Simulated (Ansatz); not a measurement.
# F2Ir: the cost of one run

Computed with Ansatz 0.2.0 (the levels named in each step, unless a step's input says otherwise).

### Step 1. The structure to begin with

Bond lengths: F1–Ir2 1.784 Å, Ir2–F3 1.784 Å. Angles: F1–Ir2–F3 180.0°.

Structure file:

```xyz
3

F     0.0000    0.0000   -1.7844
Ir    0.0000    0.0000    0.0000
F     0.0000    0.0000    1.7844
```

### Step 2. A rough first relaxation, PBE-D4/def2-SVP

input.yaml

```yaml
crystal:
  periodic: [false, false, false]
  atoms:
    - { symbol: F, position_ang: [0.0, 0.0, -1.7844] }
    - { symbol: Ir, position_ang: [0.0, 0.0, 2.0e-05] }
    - { symbol: F, position_ang: [0.0, 0.0, 1.78437] }
magnetization:
  spin_polarized: true
  initial_magnetization: 3
basis:
  gaussian: { orbitals: def2-SVP }
hamiltonian:
  xc: pbe
  dispersion: d4
relax:
  f_tol: 0.03
  max_steps: 200
```

Started as:

```console
> ansatz run input.yaml --threads 2 --pin off --max-ram 5120MiB --backend cpu --events-out ev --progress --plain --runs-dir out
```

Q: Estimate wall time and peak memory on 2 threads of AMD EPYC 9R45 (Zen 5), shared host.

About 8.9 s, with a peak of 0.16 GiB.
